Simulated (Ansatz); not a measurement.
# MnHg: starts and ends of a spin-polarised SCF

Is MnHg magnetic at this level, in which order, and do all starts find it? Single-point runs from several starts follow. System: MnHg, its deposited structure (space group Pm-3m, primitive cell doubled); the cell holds 4 atoms. Source: COD entry 1537797; the sample's temperature and pressure aren't taken into account.

Computed with Ansatz 0.2.0 (DFT LDA, PAW, plane waves, scalar-relativistic, unless a step's input says otherwise).

### 1 Starting point

It takes space group Pm-3m (No. 221, cubic). The conventional cell has a = 3.325 Å, b = 3.325 Å, c = 3.325 Å, α = 90.00°, β = 90.00°, γ = 90.00°. Hg (site symmetry m-3m) has 8 Mn at 2.88 Å as nearest neighbours. Mn (site symmetry m-3m) is surrounded by 8 Hg at 2.88 Å.

As a file:

```xyz
4
Lattice="-3.3250 0.0000 -3.3250 0.0000 -3.3250 0.0000 -3.3250 0.0000 3.3250" Properties=species:S:1:pos:R:3 pbc="T T T"
Hg    0.0000    0.0000    0.0000
Hg   -3.3250    0.0000    0.0000
Mn   -1.6625   -1.6625    1.6625
Mn   -1.6625   -1.6625   -1.6625
```

In tables a label like Mn4 counts atoms in the order of input.yaml; a structure file may count by element.

First come: parallel moments, plain SCF; opposed moments +-, plain SCF; no spin polarisation; spin on, no moments given (the program may seed its own), plain SCF. Further starts follow from what these give.

A plain SCF has the search for lower states switched off and ends at the first converged state. 

Moments by site are taken inside atomic spheres; the rest lies between them.

### 2 Parallel moments, plain SCF

File input.yaml:

```yaml
crystal:
  lattice:
    - [-3.325, 0.0, -3.325]
    - [0.0, -3.325, 0.0]
    - [-3.325, 0.0, 3.325]
  atoms:
    - { symbol: Hg, position: [0.0, 0.0, 0.0] }
    - { symbol: Hg, position: [0.5, 0.0, 0.5] }
    - { symbol: Mn, position: [0.0, 0.5, 0.5], spin: 4.5 }
    - { symbol: Mn, position: [0.5, 0.5, 0.0], spin: 4.5 }
magnetization:
  spin_polarized: true
hamiltonian:
  xc: lda
  pseudopotentials: { kind: paw }
basis:
  ecutwfc: 420
kpoints:
  mp_grid: { grid: [6, 8, 6] }
scf:
  occupations: { method: fermi_dirac, width: 0.1 }
  lower_state_search: "off"
output:
  forces: true
  stress: true
```

What it wrote, shortened:

```text
[...]
Pseudopotentials: kind: paw
Pseudopotential: Hg, paw, valence charge 20, recommended cutoff 420 eV (normal), Hg.paw.azcp
Pseudopotential: Mn, paw, valence charge 15, recommended cutoff 420 eV (normal), Mn.paw.azcp
Functional definition: SPW92
[...]
Crystal: 4 atoms, lattice volume = 73.520 Å³
Basis set: ecut = 420 eV, 1459 PW (Γ)
Bands: 48, of which v1, the nominal top of the filled ones, is band 35 counted from 1 (34 counted from 0)
Symmetry: 32 space group operations
Space group: Pm-3m (ITA 221), of the structure as read, at distance tolerance 4.2e-5 Å
Magnetic group: BNS 221.92 (UNI 1594), of the structure as read, at distance tolerance 4.2e-5 Å
k-points: 50 of 288
[...]
Starting moments: Σ|m| = 9 μB on 2 of 4 sites
[...]
SCF iter   1: F=—  HF=-34727.129408 eV  |F-HF|=—  |Δ(HF+E_count)|=         —  Δρ=8.02e-2 (↑3.27e-2 ↓8.02e-2)  dr2=1.11e1  dr2_m=6.77e-1  M=7.238 μB ∫|m|=7.524 μB  β_m=0.30  ethr=3.10e-3  ⟨swp⟩=6.7  Hψ=16014  notcnv=0  defer=27
[...]
spin=Collinear: Kerker preconditioning applied to the charge; magnetization (m = ρ↑ − ρ↓) channel mixes plain (no charge-response kernel on spin).
[...]
spin-set hold released at iteration 2 (the charge has settled, or the pull on large starting moments outlasts its swing): the magnetisation degrees of freedom join the quasi-Newton model from the next iteration; the mixer history was flushed
[...]
SCF iter  10: F=-34725.266272 eV  HF=-34725.266272 eV  |F-HF|=2.55e-8  |Δ(HF+E_count)|=   2.97e-7  Δρ=4.35e-6 (↑3.60e-6 ↓4.35e-6)  dr2=3.67e-8  dr2_m=2.87e-10  M=7.663 μB ∫|m|=8.011 μB  ethr=1.43e-10  ⟨swp⟩=3.0  Hψ=16367  notcnv=0
[...]
SCF converged after 10 iterations
Magnetization: 7.6633 μB (38.8316 up, 31.1684 down)
Absolute magnetization: 8.0192 μB (∫|ρ↑−ρ↓|, with the PAW one-centre terms)
Spin contamination: 0.2345 ħ² per cell (⟨S²⟩ above its minimum at these occupations)
Per-site moments (μB) at R_I (Å): [(-0.019687753885512038, 1.1878079678780944), (-0.019687753885512038, 1.1878079678780944), (3.7670097885141685, 1.1878079678780944), (3.7670097885141685, 1.1878079678780944)]
Free energy (F): -34725.266272 eV
[...]
E sigma→0 (E₀):  -34725.206360 eV
Entropy (-TS):   -0.119823 eV (-29.956 meV/atom)
Fermi energy:    15.567543 eV
[...]
--- Forces (eV/Å), atoms counted from 1 ---
  atom   1  Hg    -0.00000000     0.00000000    -0.00000000
  atom   2  Hg    -0.00000000     0.00000000     0.00000000
  atom   3  Mn    -0.00000000     0.00000000     0.00000000
  atom   4  Mn    -0.00000000     0.00000000     0.00000000
[...]
--- Stress (GPa, compression-positive) ---
      -10.420626      -0.000000       0.000000
        0.000000      -9.868248       0.000000
       -0.000000       0.000000     -10.420626
  P = ⅓ Tr σ = -10.2365 GPa (-102.365 kbar)
```

Wall time 9.3 s (2 threads of an Arm CPU, shared host); peak memory 0.5 GiB.

The state reached is ferromagnetic, site moments Mn3 3.77, Mn4 3.77 μB, total 7.66 μB per cell, no gap on the k-mesh.

### 3 Opposed moments +-, plain SCF

Edit input.yaml of step 2 so:

```diff
@@ -9,3 +9,3 @@
     - { symbol: Mn, position: [0.0, 0.5, 0.5], spin: 4.5 }
-    - { symbol: Mn, position: [0.5, 0.5, 0.0], spin: 4.5 }
+    - { symbol: Mn, position: [0.5, 0.5, 0.0], spin: -4.5 }
 magnetization:
```

What it wrote, shortened:

```text
[... 10 lines as in an earlier run ...]
Symmetry: 16 space group operations
Space group: P4/mmm (ITA 123), of the structure as read, at distance tolerance 4.2e-5 Å
Magnetic group: BNS 123.349 (UNI 1009), of the structure as read, at distance tolerance 4.2e-5 Å
[... 9 lines as in an earlier run ...]
Starting moments: Σ|m| = 9 μB on 2 of 4 sites
Starting magnetic order: antiferromagnet; a translation exchanges its spin sublattices: spin-degenerate at every k-point
[... 2 lines as in an earlier run ...]
spin-down is spin-up translated by (0.5, 0, 0.5): one eigenproblem is solved per k-point and the antiferromagnetic symmetry of the starting moments is kept exactly by this SCF (crystal.symmetry.spin_inversion_symmetry: false solves both channels; [...]
Magnetization: 0.0000 μB (35.0000 up, 35.0000 down)
Absolute magnetization: 7.9409 μB (∫|ρ↑−ρ↓|, with the PAW one-centre terms)
Spin contamination: 3.8838 ħ² per cell (⟨S²⟩ above its minimum at these occupations)
Per-site moments (μB) at R_I (Å): [(4.772653661942005e-16, 1.1878079678780944), (-4.772653661942005e-16, 1.1878079678780944), (3.783925106789295, 1.1878079678780944), (-3.783925106789295, 1.1878079678780944)]
Free energy (F): -34725.138841 eV
[...]
E sigma→0 (E₀):  -34725.078440 eV
Entropy (-TS):   -0.120803 eV (-30.201 meV/atom)
Fermi energy:    15.518309 eV
[...]
--- Forces (eV/Å), atoms counted from 1 ---
  atom   1  Hg    -0.00000000     0.00000000     0.00000000
  atom   2  Hg    -0.00000000     0.00000000     0.00000000
  atom   3  Mn    -0.00000000     0.00000000     0.00000000
  atom   4  Mn     0.00000000     0.00000000    -0.00000000
[...]
--- Stress (GPa, compression-positive) ---
       -9.069399       0.000000       0.000000
        0.000000     -10.189334       0.000000
        0.000000       0.000000      -9.069399
  P = ⅓ Tr σ = -9.4427 GPa (-94.427 kbar)
```

Run time: 5.4 s. Hardware: 2 threads of an Arm CPU, shared host; peak memory 0.49 GiB.

End: antiferromagnetic (magnetic neighbours of Mn3 with a moment over 0.3 of its own that point the other way: 4 of 6 at 3.33 Å, 8 of 12 at 4.70 Å), site moments Mn3 3.78, Mn4 -3.78 μB, total 0.00 μB per cell, no gap on the k-mesh. It lies 31.9 meV/atom above the lowest state so far (step 2).

### 4 No spin polarisation

Edit input.yaml of step 3 so:

```diff
@@ -8,6 +8,4 @@
     - { symbol: Hg, position: [0.5, 0.0, 0.5] }
-    - { symbol: Mn, position: [0.0, 0.5, 0.5], spin: 4.5 }
-    - { symbol: Mn, position: [0.5, 0.5, 0.0], spin: -4.5 }
-magnetization:
-  spin_polarized: true
+    - { symbol: Mn, position: [0.0, 0.5, 0.5] }
+    - { symbol: Mn, position: [0.5, 0.5, 0.0] }
 hamiltonian:
```

What it wrote, shortened:

```text
[... 9 lines as in an earlier run ...]
Bands: 40, of which v1, the nominal top of the filled ones, is band 35 counted from 1 (34 counted from 0)
[... 10 lines as in an earlier run ...]
[...]
[... 2 lines as in an earlier run ...]
SCF iter   1: F=—  HF=-34722.940109 eV  |F-HF|=—  |Δ(HF+E_count)|=         —  Δρ=1.31e-2  dr2=8.63e-2  ethr=1.77e-3  ⟨swp⟩=5.2  Hψ=13072  notcnv=0  defer=25
[...]
SCF iter   7: F=-34722.928712 eV  HF=-34722.928712 eV  |F-HF|=8.07e-8  |Δ(HF+E_count)|=   1.12e-7  Δρ=1.16e-5  dr2=9.06e-8  ethr=1.43e-10  ⟨swp⟩=4.0  Hψ=7911  notcnv=0
[...]
SCF converged after 7 iterations
Free energy (F): -34722.928712 eV
[...]
E sigma→0 (E₀):  -34722.746084 eV
Entropy (-TS):   -0.365257 eV (-91.314 meV/atom)
Fermi energy:    14.895355 eV
[...]
--- Forces (eV/Å), atoms counted from 1 ---
  atom   1  Hg    -0.00000000    -0.00000000    -0.00000000
  atom   2  Hg    -0.00000000     0.00000000     0.00000000
  atom   3  Mn    -0.00000000     0.00000000    -0.00000000
  atom   4  Mn    -0.00000000     0.00000000     0.00000000
[...]
--- Stress (GPa, compression-positive) ---
      -23.919418       0.000000      -0.000000
        0.000000     -23.912689      -0.000000
       -0.000000      -0.000000     -23.919418
  P = ⅓ Tr σ = -23.9172 GPa (-239.172 kbar)
```

Wall time 3.9 s (2 threads of an Arm CPU, shared host); peak memory 0.41 GiB.

Result: non-magnetic (no spin polarisation), no gap on the k-mesh. It lies 584 meV/atom above the lowest state so far (step 2).

### 5 Spin on, no moments given (the program may seed its own), plain SCF

Edit input.yaml of step 4 so:

```diff
@@ -23 +23,3 @@
   stress: true
+magnetization:
+  spin_polarized: true
```

What it wrote, shortened:

```text
band count auto-derived: 44 (N_el = 70.0; filled up to band 35; 42 by the electrons, moments and atoms)
[... 9 lines as in an earlier run ...]
Bands: 44, of which v1, the nominal top of the filled ones, is band 35 counted from 1 (34 counted from 0)
[... 10 lines as in an earlier run ...]
[...]
[... 2 lines as in an earlier run ...]
SCF iter   1: F=—  HF=-34734.327692 eV  |F-HF|=—  |Δ(HF+E_count)|=         —  Δρ=1.80e-1 (↑1.80e-1 ↓1.80e-1)  dr2=1.28e2  dr2_m=0.00e0  M=0.000 μB ∫|m|=0.000 μB  β_m=0.30  ethr=3.10e-3  ⟨swp⟩=4.5  Hψ=6671  notcnv=0  defer=4
[...]
[... 1 line as in an earlier run ...]
[...]
SCF iter  13: F=-34725.266272 eV  HF=-34725.266272 eV  |F-HF|=2.40e-10  |Δ(HF+E_count)|=   8.83e-8  Δρ=1.08e-6 (↑1.01e-6 ↓1.08e-6)  dr2=1.67e-9  dr2_m=2.81e-10  M=7.663 μB ∫|m|=8.011 μB  ethr=1.43e-10  ⟨swp⟩=3.9  Hψ=12896  notcnv=0
[...]
SCF converged after 13 iterations
Magnetization: 7.6633 μB (38.8317 up, 31.1683 down)
Absolute magnetization: 8.0192 μB (∫|ρ↑−ρ↓|, with the PAW one-centre terms)
Spin contamination: 0.2345 ħ² per cell (⟨S²⟩ above its minimum at these occupations)
Per-site moments (μB) at R_I (Å): [(-0.019687691179025635, 1.1878079678780944), (-0.019687691179025635, 1.1878079678780944), (3.7670221174238536, 1.1878079678780944), (3.7670221174238536, 1.1878079678780944)]
Free energy (F): -34725.266272 eV
[...]
E sigma→0 (E₀):  -34725.206362 eV
Entropy (-TS):   -0.119820 eV (-29.955 meV/atom)
Fermi energy:    15.567584 eV
[... 27 lines left out: energy terms, forces, stress ...]
```

Wall time 9.3 s (2 threads of an Arm CPU, shared host); peak memory 0.48 GiB.

This is the state of step 2 again (ferromagnetic), after 13 iterations.

### 6 Parallel moments scaled by 0.03, plain SCF

Edit input.yaml of step 5 so:

```diff
@@ -8,4 +8,6 @@
     - { symbol: Hg, position: [0.5, 0.0, 0.5] }
-    - { symbol: Mn, position: [0.0, 0.5, 0.5] }
-    - { symbol: Mn, position: [0.5, 0.5, 0.0] }
+    - { symbol: Mn, position: [0.0, 0.5, 0.5], spin: 0.14 }
+    - { symbol: Mn, position: [0.5, 0.5, 0.0], spin: 0.14 }
+magnetization:
+  spin_polarized: true
 hamiltonian:
@@ -23,3 +25 @@
   stress: true
-magnetization:
-  spin_polarized: true
```

What it wrote, shortened:

```text
[... 9 lines as in an earlier run ...]
Bands: 43, of which v1, the nominal top of the filled ones, is band 35 counted from 1 (34 counted from 0)
[... 12 lines as in an earlier run ...]
Starting moments: Σ|m| = 0.28 μB on 2 of 4 sites
[... 2 lines as in an earlier run ...]
SCF iter   1: F=—  HF=-34725.636202 eV  |F-HF|=—  |Δ(HF+E_count)|=         —  Δρ=7.62e-2 (↑7.62e-2 ↓5.81e-2)  dr2=1.91e1  dr2_m=8.47e-2  M=0.641 μB ∫|m|=0.652 μB  β_m=1.00  ethr=3.10e-3  ⟨swp⟩=4.5  Hψ=12835  notcnv=0
[...]
[... 1 line as in an earlier run ...]
[...]
spin-set hold released at iteration 9 (site moments contracting): the magnetisation degrees of freedom join the quasi-Newton model from the next iteration; the mixer history was flushed
[...]
SCF iter  18: F=-34725.266272 eV  HF=-34725.266272 eV  |F-HF|=6.98e-9  |Δ(HF+E_count)|=   1.43e-8  Δρ=5.26e-6 (↑1.80e-6 ↓5.26e-6)  dr2=1.32e-8  dr2_m=7.33e-9  M=7.663 μB ∫|m|=8.011 μB  ethr=1.43e-10  ⟨swp⟩=3.8  Hψ=12924  notcnv=0
[...]
SCF converged after 18 iterations
Magnetization: 7.6633 μB (38.8317 up, 31.1683 down)
Absolute magnetization: 8.0193 μB (∫|ρ↑−ρ↓|, with the PAW one-centre terms)
Spin contamination: 0.2345 ħ² per cell (⟨S²⟩ above its minimum at these occupations)
Per-site moments (μB) at R_I (Å): [(-0.019688232215021816, 1.1878079678780944), (-0.019688232215021816, 1.1878079678780944), (3.767034631480044, 1.1878079678780944), (3.767034631480044, 1.1878079678780944)]
Free energy (F): -34725.266272 eV
[...]
E sigma→0 (E₀):  -34725.206362 eV
Entropy (-TS):   -0.119820 eV (-29.955 meV/atom)
Fermi energy:    15.567557 eV
[... 27 lines left out: energy terms, forces, stress ...]
```

It took 13 s on 2 threads of an Arm CPU, shared host; peak memory 0.48 GiB.

This is the state of step 2 again (ferromagnetic), after 18 iterations.

### 7 Moments +- scaled by 1.4, plain SCF

Edit input.yaml of step 6 so:

```diff
@@ -8,4 +8,4 @@
     - { symbol: Hg, position: [0.5, 0.0, 0.5] }
-    - { symbol: Mn, position: [0.0, 0.5, 0.5], spin: 0.14 }
-    - { symbol: Mn, position: [0.5, 0.5, 0.0], spin: 0.14 }
+    - { symbol: Mn, position: [0.0, 0.5, 0.5], spin: 6.3 }
+    - { symbol: Mn, position: [0.5, 0.5, 0.0], spin: -6.3 }
 magnetization:
```

What it wrote, shortened:

```text
[... 9 lines as in an earlier run ...]
Bands: 50, of which v1, the nominal top of the filled ones, is band 35 counted from 1 (34 counted from 0)
[... 12 lines as in an earlier run ...]
Starting moments: Σ|m| = 12.6 μB on 2 of 4 sites
Starting magnetic order: antiferromagnet; a translation exchanges its spin sublattices: spin-degenerate at every k-point
[... 3 lines as in an earlier run ...]
SCF iter   1: F=—  HF=-34724.260734 eV  |F-HF|=—  |Δ(HF+E_count)|=         —  Δρ=1.26e-1 (↑1.26e-1 ↓1.26e-1)  dr2=7.41e0  dr2_m=9.39e0  M=0.000 μB ∫|m|=8.329 μB  β_m=0.30  ethr=3.10e-3  ⟨swp⟩=4.9  Hψ=8253  notcnv=0  defer=100
[...]
[... 1 line as in an earlier run ...]
[...]
spin-set hold released at iteration 7 (site moments contracting): the magnetisation degrees of freedom join the quasi-Newton model from the next iteration; the mixer history was flushed
[...]
SCF iter  14: F=-34725.138841 eV  HF=-34725.138841 eV  |F-HF|=2.57e-8  |Δ(HF+E_count)|=   2.91e-7  Δρ=3.14e-6 (↑3.14e-6 ↓3.14e-6)  dr2=4.11e-8  dr2_m=9.86e-10  M=0.000 μB ∫|m|=7.939 μB  ethr=1.43e-10  ⟨swp⟩=3.0  Hψ=8281  notcnv=0
[...]
SCF converged after 14 iterations
Magnetization: 0.0000 μB (35.0000 up, 35.0000 down)
Absolute magnetization: 7.9408 μB (∫|ρ↑−ρ↓|, with the PAW one-centre terms)
Spin contamination: 3.8838 ħ² per cell (⟨S²⟩ above its minimum at these occupations)
Per-site moments (μB) at R_I (Å): [(2.4219745971951847e-16, 1.1878079678780944), (-2.4219745971951847e-16, 1.1878079678780944), (3.7839034129780527, 1.1878079678780944), (-3.7839034129780527, 1.1878079678780944)]
Free energy (F): -34725.138841 eV
[...]
E sigma→0 (E₀):  -34725.078437 eV
Entropy (-TS):   -0.120808 eV (-30.202 meV/atom)
Fermi energy:    15.518247 eV
[... 27 lines left out: energy terms, forces, stress ...]
```

It took 6.5 s on 2 threads of an Arm CPU, shared host; peak memory 0.5 GiB.

The run ends in the same state as step 3 (antiferromagnetic); it took 14 iterations.

### 8 A moment on one site alone, plain SCF

Edit input.yaml of step 7 so:

```diff
@@ -8,4 +8,4 @@
     - { symbol: Hg, position: [0.5, 0.0, 0.5] }
-    - { symbol: Mn, position: [0.0, 0.5, 0.5], spin: 6.3 }
-    - { symbol: Mn, position: [0.5, 0.5, 0.0], spin: -6.3 }
+    - { symbol: Mn, position: [0.0, 0.5, 0.5] }
+    - { symbol: Mn, position: [0.5, 0.5, 0.0], spin: 4.5 }
 magnetization:
```

What it wrote, shortened:

```text
[... 9 lines as in an earlier run ...]
Bands: 45, of which v1, the nominal top of the filled ones, is band 35 counted from 1 (34 counted from 0)
[... 2 lines as in an earlier run ...]
Magnetic group: BNS 123.339 (UNI 999), of the structure as read, at distance tolerance 4.2e-5 Å
[... 9 lines as in an earlier run ...]
Starting moments: Σ|m| = 4.5 μB on 1 of 4 sites
[... 2 lines as in an earlier run ...]
SCF iter   1: F=—  HF=-34727.414331 eV  |F-HF|=—  |Δ(HF+E_count)|=         —  Δρ=1.07e-1 (↑1.07e-1 ↓9.60e-2)  dr2=4.53e1  dr2_m=5.06e-2  M=4.701 μB ∫|m|=4.763 μB  β_m=0.30  ethr=3.10e-3  ⟨swp⟩=4.9  Hψ=13936  notcnv=0  defer=16
[...]
[... 1 line as in an earlier run ...]
[...]
SCF iter  27: F=-34725.266272 eV  HF=-34725.266272 eV  |F-HF|=1.75e-9  |Δ(HF+E_count)|=   5.22e-9  Δρ=1.14e-6 (↑3.29e-7 ↓1.14e-6)  dr2=2.18e-9  dr2_m=1.60e-10  M=7.663 μB ∫|m|=8.011 μB  ethr=8.52e-11  ⟨swp⟩=2.0  Hψ=12788  notcnv=0
[...]
SCF converged after 27 iterations
an eigenvalue changed by more than its tolerance at an iteration that met the thresholds in force, so the SCF went on 1 time: the last check found none over its tolerance
Magnetization: 7.6633 μB (38.8316 up, 31.1684 down)
Absolute magnetization: 8.0192 μB (∫|ρ↑−ρ↓|, with the PAW one-centre terms)
Spin contamination: 0.2345 ħ² per cell (⟨S²⟩ above its minimum at these occupations)
Per-site moments (μB) at R_I (Å): [(-0.019688033296984115, 1.1878079678780944), (-0.01968803329698445, 1.1878079678780944), (3.7670178982155655, 1.1878079678780944), (3.767008591732841, 1.1878079678780944)]
Free energy (F): -34725.266272 eV
[...]
E sigma→0 (E₀):  -34725.206361 eV
Entropy (-TS):   -0.119821 eV (-29.955 meV/atom)
Fermi energy:    15.567577 eV
[... 27 lines left out: energy terms, forces, stress ...]
```

Run time: 21 s. Hardware: 2 threads of an Arm CPU, shared host; peak memory 0.5 GiB.

Nothing new: the 27 iterations lead to the state found in step 2 (ferromagnetic).

### 9 Comparing the starts

```
step  iterations  state  moments of Mn3 Mn4 (μB)  total (μB)  gap (eV)  pressure (GPa)  above lowest (meV/atom)
   2          10      1                3.77 3.77        7.66      none           -10.2                      0.0
   3          10      2               3.78 -3.78        0.00      none            -9.4                     31.9
   4           7      3                0.00 0.00        0.00      none           -23.9                      584
   5          13      1                3.77 3.77        7.66      none           -10.2                      0.0
   6          18      1                3.77 3.77        7.66      none           -10.2                      0.0
   7          14      2               3.78 -3.78        0.00      none            -9.4                     31.9
   8          27      1                3.77 3.77        7.66      none           -10.2                      0.0
```

States are numbered from the lowest. Starts by step: 2 parallel moments, plain SCF; 3 opposed moments +-, plain SCF; 4 no spin polarisation; 5 spin on, no moments given (the program may seed its own), plain SCF; 6 parallel moments scaled by 0.03, plain SCF; 7 moments +- scaled by 1.4, plain SCF; 8 a moment on one site alone, plain SCF.

The 7 runs of this session took 69 s in all, from 3.9 s to 21 s each.

Decimal logarithm of the largest residual (eV) by iteration, counted through all cycles of a run:

```
iteration  step 2  step 3  step 4  step 5  step 6  step 7  step 8
        1     1.0     1.0    -1.1     2.1     1.3     1.0     1.7
        2     0.2     0.2    -1.8     0.9     0.3     0.7     2.3
        3    -0.1    -0.1    -4.0     0.3     0.0     0.5     1.0
        4    -1.5    -1.4    -4.8     1.5    -0.4     0.2     0.4
        5    -1.6    -1.6    -5.0    -0.3    -0.1    -0.1    -0.1
        6    -3.3    -2.8    -6.4    -0.8     0.0    -0.3    -0.8
        8    -5.8    -5.0       -    -2.5    -0.6    -0.8    -0.4
       10    -7.4    -7.8       -    -5.2    -0.6    -3.2    -0.2
       13       -       -       -    -8.8    -2.6    -6.0     0.0
       15       -       -       -       -    -4.4       -     0.1
       18       -       -       -       -    -7.9       -    -0.4
       20       -       -       -       -       -       -    -1.6
       22       -       -       -       -       -       -    -3.4
       25       -       -       -       -       -       -    -7.0
       27       -       -       -       -       -       -    -8.7
```

### 10 Outcome

| quantity | value |
| --- | --- |
| distinct states | 3 from 7 converged runs |
| lowest state from plain starts | ferromagnetic |
| its moments | Mn3 3.77, Mn4 3.77 μB |
| total moment | 7.66 μB per cell |
| gap on the k-mesh | none |
| pressure | -10.2 GPa |
| largest force | 0.000 eV/Å |
| next state | antiferromagnetic, 31.9 meV/atom higher |
| highest state | non-magnetic (no spin polarisation), 584 meV/atom higher |

The 7 converged runs end in 3 distinct states. Switching spin polarisation off costs 584 meV/atom in free energy, smearing entropy included. The best antiferromagnetic state lies 31.9 meV/atom above the best ferromagnetic one. The search isn't exhaustive: larger magnetic cells and non-collinear orders weren't tried.
